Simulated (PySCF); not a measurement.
# B2H8P2: the cost of one run

Computed with PySCF 2.14.0, with density-fitted response routines of our own, on a single molecule in the gas phase. Atoms count from 0, in the outputs and in this text.

## 1. Starting geometry

12 atoms, charge 0, multiplicity 1; geometry from: GFN2-xTB. The atoms were then displaced at random by about 0.01 Å, so the start is not that level's minimum.

Bonds of the start (Å): B0–P1 1.99, P1–B2 1.95, B2–P3 2.00, P3–B0 1.99, B0–H4 1.15, B0–H5 1.19, P1–H6 1.39, P1–H7 1.37, B2–H8 1.16, B2–H9 1.19, P3–H10 1.35, P3–H11 1.39.

## 2. Optimising the geometry at PBE0-D3(BJ)/def2-SVP

What the job is given:

```
{"job": {"xc": "PBE0", "basis": "def2-SVP", "d3": "d3bj", "grid": 1, "shake": 0.01, "kind": "geom"}, "charge": 0, "multiplicity": 1}
B      0.171430    -1.423090    -0.105420
P     -1.301730    -0.151230     0.294430
B     -0.224170     1.361550    -0.302710
P      1.358950     0.167860    -0.077830
H      0.361950    -2.237090     0.690890
H      0.036070    -1.776460    -1.230610
H     -1.612440    -0.102330     1.646520
H     -2.579780    -0.336700    -0.166420
H     -0.392590     1.561200    -1.431980
H     -0.223220     2.321050     0.405800
H      2.447000     0.253660    -0.871400
H      1.998230     0.333300     1.139710
```

Run with:

```bash
$ OMP_NUM_THREADS=1 python probes_run.py task.json out
```

The driver reads the jobs from task.json and runs them one after another.

**Question.** How long does this first job take on 1 thread of Arm Neoverse V2, shared host, and how much memory does it need?

About 20 s, with a peak of 0.44 GiB.
